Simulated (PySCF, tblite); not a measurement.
**C₃H₁₂BrPSi₃: geometry, infrared bands and NMR shifts**

Aim: predict the infrared bands and NMR shifts of C₃H₁₂BrPSi₃ (`C=C[C@@H](Br)[SiH2]P([SiH3])[SiH3]`).

The runs use tblite 0.8.0 and PySCF 2.14.0, with density-fitted response routines of our own; the level of theory stands in each step. All values are computed, except where a source is named. Atoms count from 0, in the outputs and in this text.

### 1 The starting structure

20 atoms, charge 0, multiplicity 1; geometry from: force field or distance geometry start.

Bonds of the start (Å): C0–C1 1.34, C1–C2 1.49, C2–Br3 1.97, C2–Si4 1.87, Si4–P5 2.21, P5–Si6 2.19, P5–Si7 2.18, C0–H8 1.09, C0–H9 1.08, C1–H10 1.10, C2–H11 1.10, Si4–H12 1.48, Si4–H13 1.49, Si6–H14 1.48, Si6–H15 1.49, Si6–H16 1.48, Si7–H17 1.49, Si7–H18 1.49, Si7–H19 1.48.

### 2 Geometry optimisation with GFN2-xTB

The job: settings as JSON, then the geometry in Å.

```
{"job": {"kind": "relax", "xc": "GFN2-xTB", "basis": "xTB"}, "charge": 0, "multiplicity": 1}
C      3.084500     1.379000     0.485500
C      2.664500     0.128600     0.252200
C      1.721200    -0.274400    -0.826500
Br     2.714100    -1.461700    -2.038000
Si     0.156300    -1.151100    -0.301200
P     -1.074400     0.090900     1.048600
Si    -1.764300     1.517100    -0.470300
Si    -2.847800    -1.178200     1.001600
H      2.739200     2.211900    -0.119200
H      3.765500     1.603200     1.296600
H      3.050400    -0.665900     0.908400
H      1.464600     0.584800    -1.462700
H      0.469100    -2.392500     0.449300
H     -0.658200    -1.521400    -1.492700
H     -2.291900     0.824300    -1.661100
H     -2.816100     2.384700     0.128200
H     -0.599700     2.340400    -0.871000
H     -2.582500    -2.427100     1.763900
H     -3.976000    -0.450100     1.641200
H     -3.223700    -1.531800    -0.386700
```

Launch:

```console
OMP_NUM_THREADS=1 python probes_run.py task.json out
```

The driver reads the jobs from task.json and runs them one after another.

**Question.** This job is followed by: GFN2-xTB harmonic vibrations, gas phase; GIAO PBE0/pcSseg-1 NMR shielding, non-relativistic, gas phase. Predict these results of the whole session: strongest single infrared mode (GFN2-xTB); zero-point energy (GFN2-xTB); 13C shifts against TMS (PBE0/pcSseg-1); 1H shifts against TMS (PBE0/pcSseg-1, means over atoms taken as alike); 79Br shifts against HBr (PBE0/pcSseg-1); 29Si shifts against TMS (PBE0/pcSseg-1, means over atoms taken as alike); 31P shifts against H3PO4 (PBE0/pcSseg-1); surface potential, 1st and 99th percentile.

As calculated:

```
                                                                quantity                                         value
                               strongest single infrared mode (GFN2-xTB)                          744 cm⁻¹, 629 km/mol
                                            zero-point energy (GFN2-xTB)                                 78.9 kcal/mol
                                  13C shifts against TMS (PBE0/pcSseg-1)                        146.6, 122.7, 47.4 ppm
  1H shifts against TMS (PBE0/pcSseg-1, means over atoms taken as alike)  6.05, 5.55, 5.49, 4.51, 4.35, 4.08, 3.76 ppm
                                 79Br shifts against HBr (PBE0/pcSseg-1)                                       470 ppm
29Si shifts against TMS (PBE0/pcSseg-1, means over atoms taken as alike)                              -31.6, -81.7 ppm
                                31P shifts against H3PO4 (PBE0/pcSseg-1)                                    -362.4 ppm
                                   surface potential, 1st and 99th percentile                            -0.93 V and 1.28 V
```

Relaxing lowered the energy by 0.225 eV in 93 steps; the close pair that moved most is C2–Si4, from 1.869 to 1.914 Å. No mode is imaginary among the 54: a minimum at this level. The strongest single mode, at 744 cm⁻¹, is spread over several atoms, H18, H15, H17, H19 among them. Unscaled tight-binding wavenumbers are off by several per cent, some by more. Its intensities can rank the bands wrongly. C2 stands next to heavy halogen, whose spin-orbit shielding this run leaves out, so the computed shift lies too far downfield, most of all for carbon beside Br or I. C1 (alkene CH) lies farthest downfield among carbon, at 146.6 ppm; as expected for a trigonal carbon in a double bond. H10 (hydrogen on an alkene CH) lies farthest downfield among hydrogen, at 6.05 ppm; olefinic region. At PBE0/pcSseg-1: The widest tensor belongs to Br3: span 1376 ppm, with a paramagnetic part of -969 ppm. At PBE0/pcSseg-1, counted by nearest atom on the grid, the HOMO lies on P5 55 %, the LUMO on Br3 30 %; C2 18 %. Spin-orbit coupling is left out, which matters for shieldings and couplings at and beside the heavy atoms.
